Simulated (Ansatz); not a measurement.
This script drives Ansatz 0.2.0 through its Python package.

`sbpb_xc.py`
```python
"""Functional comparison for SbPb (totals differ with the potentials too)."""

import csv
import warnings

import ansatz as az

config = {
    "k_spacing": 0.2,
    "occupations": "fermi_dirac",
    "sigma": 0.1,
    "scf_tol": 1e-09,
}


def main() -> None:
    warnings.simplefilter("ignore", az.DeckWarning)

    lattice = az.Lattice.of(
        (2.075821, -2.680329, 0.0),
        (2.075821, 2.680329, 0.0),
        (0.0, 0.0, 5.453475),
    )
    sites = [
        ("Sb", (0.5, 0.5, 0.5)),
        ("Pb", (0.0, 0.0, 0.0)),
    ]
    crystal = az.Crystal(lattice=lattice)
    for symbol, position in sites:
        crystal = crystal.atom(symbol, position)

    model = (
        crystal.calculation()
        .kpoints(spacing=config["k_spacing"])
        .occupations(config["occupations"], width=config["sigma"])
        .scf(tolerance=config["scf_tol"])
    )

    rows = []
    for value in ["pbesol", "blyp", "lda"]:
        r = model.functional(value).run(threads=1).report
        rows.append((value, r["free_energy_ev"] / len(r["lattice"]["sites"]), r["n_iterations"], r["n_kpoints"]))

    with open("xc.csv", "w", newline="") as handle:
        writer = csv.writer(handle)
        writer.writerow(["functional", "F/atom (eV)", "iterations", "k-points"])
        writer.writerows([round(v, 5) if isinstance(v, float) else v for v in row] for row in rows)
    print(open("xc.csv").read())


if __name__ == "__main__":
    main()
```

It is started by `python sbpb_xc.py`. Estimate its wall time and peak memory on 1 thread of Arm Neoverse V1, with other jobs on the host.

It took about 21 s, with a peak of 0.46 GiB, for 3 runs of the engine.

```console
$ python sbpb_xc.py
functional,F/atom (eV),iterations,k-points
pbesol,-9081.41886,8,124
blyp,-9217.75917,9,124
lda,-8968.96219,8,124
```

What to keep in mind:
- BLYP can be off by several per cent in the lattices of metals, and by several GPa in the pressure at a fixed cell.
- Spin-orbit coupling, which matters for elements this heavy, is left out.
- The structure comes from a database of computed cells and needn't be a stable or known phase.
- Total energies of different functionals can't be compared; pressures, moments and gaps at this one structure can.
